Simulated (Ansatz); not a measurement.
## BClFH, SMILES FBCl: the interaction energy of a dimer with the counterpoise correction, step by step

Computed with the Python package of Ansatz (0.2.0).

The cells in order, each with its output:

```python
import ansatz as az
```

```python
BASIS_SET = "def2-SVPD"
XC = "PBE0"
VDW = "d4"
```

```python
FIRST = [
    ("F", (1.3844, 0.282, -0.4468)),
    ("B", (0.0565, -0.0761, 0.0868)),
    ("Cl", (-1.5318, 0.6156, -0.628)),
    ("H", (0.0909, -0.8214, 0.9881)),
]
SECOND = [
    ("F", (4.0226, -0.7018, -1.3243)),
    ("B", (4.6726, -1.962, -1.7313)),
    ("Cl", (4.3819, -2.7444, -3.4093)),
    ("H", (5.3753, -2.4201, -0.9157)),
]
```

```python
def energy(atoms, ghosts=()):
    molecule = az.Crystal.molecule()
    for symbol, xyz in atoms:
        molecule = molecule.atom(symbol, xyz)
    calc = (
        molecule.calculation()
        .basis(gaussian=BASIS_SET)
        .functional(XC, dispersion=VDW)
    )
    deck = calc.input()
    if ghosts:
        deck = deck.set(az.key.basis.gaussian.ghost_atoms, [{"symbol": s, "position_ang": list(xyz)} for s, xyz in ghosts])
    return az.Session.from_dict(deck).plan().execute().report["free_energy_ev"]

both = energy(FIRST + SECOND)
alone = energy(FIRST) + energy(SECOND)
ghosted = energy(FIRST, SECOND) + energy(SECOND, FIRST)
print(f"dimer {both:.6f} eV")
print(f"interaction, uncorrected   {96.485332 * (both - alone):8.3f} kJ/mol")
print(f"interaction, counterpoise  {96.485332 * (both - ghosted):8.3f} kJ/mol")
print(f"basis-set superposition    {96.485332 * (alone - ghosted):8.3f} kJ/mol")
```

    dimer -31840.025169 eV
    interaction, uncorrected      0.151 kJ/mol
    interaction, counterpoise     1.583 kJ/mol
    basis-set superposition       1.431 kJ/mol

Uncorrected it is 0.151 kJ/mol, with the counterpoise correction 1.583 kJ/mol; the difference, 1.432 kJ/mol, is the superposition error. In this basis both values are repulsive.

Total energies depend on the basis set; only differences at equal settings carry meaning. The dimer is a generated trial pose of unrelaxed monomers, not a minimum, so the figure is no binding energy, and the basis set is small. Run time: 24 s on 1 thread of Arm Neoverse N1, with other jobs on the host, peak memory 0.39 GiB.
